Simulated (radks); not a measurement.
# Ge⁷⁺ in [Ar] 3d7: an all-electron calculation

The task here is to estimate one member of a computed series from the others.

Program: radks (a radial shooting solver on a logarithmic mesh, Libxc functionals) version 1. Level of theory: Dirac Kohn-Sham, SOGGA, spin-unpolarised, spherical densities, finite nucleus; open shells fill j = l - 1/2 first. These are calculated values, not measurements, unless marked.

## What is computed

```
element            : germanium (Z = 32)
charge             : +7
electrons          : 25
configuration      : [Ar] 3d7
nuclear rms radius : 4.0742 fm
```

Set-up of the first run:

Settings of this run:

```text
Z 32
configuration [Ar] 3d7
relativity Dirac
functional sogga,pbe
spin unpolarised
j_filling energy
nucleus finite rms 4.0742 fm
c 137.035999084
```

One table of the session follows, with a row left open; its other results are not shown here.

It belongs to the step «Shells». From the orbitals of this run (lengths in bohr):

| level | <r> | outermost maximum (interpolated) | 90 % within | nodes |
| --- | --- | --- | --- | --- |
| 1s1/2 | 0.04703 | 0.0307 | 0.0841 | 0 |
| 2s1/2 | 0.2098 | 0.176 | 0.325 | 1 |
| 2p1/2 | 0.1812 | 0.139 | 0.297 | 0 |
| 2p3/2 | 0.1848 | 0.142 | 0.302 | 0 |
| 3s1/2 | ? | ? | ? | ? |
| 3p1/2 | 0.6121 | 0.528 | 0.930 | 1 |
| 3p3/2 | 0.6210 | 0.536 | 0.943 | 1 |
| 3d3/2 | 0.6284 | 0.477 | 1.02 | 0 |
| 3d5/2 | 0.6313 | 0.479 | 1.02 | 0 |

Q: Estimate the row for 3s1/2 from the others.

As computed: <r>: 0.6060; outermost maximum (interpolated): 0.536; 90 % within: 0.899; nodes: 2. In the column «<r>» it lies between 2s1/2 (0.2098) and 3p1/2 (0.6121).

Caveats from the session: Spin polarisation and multiplet splitting are left out.
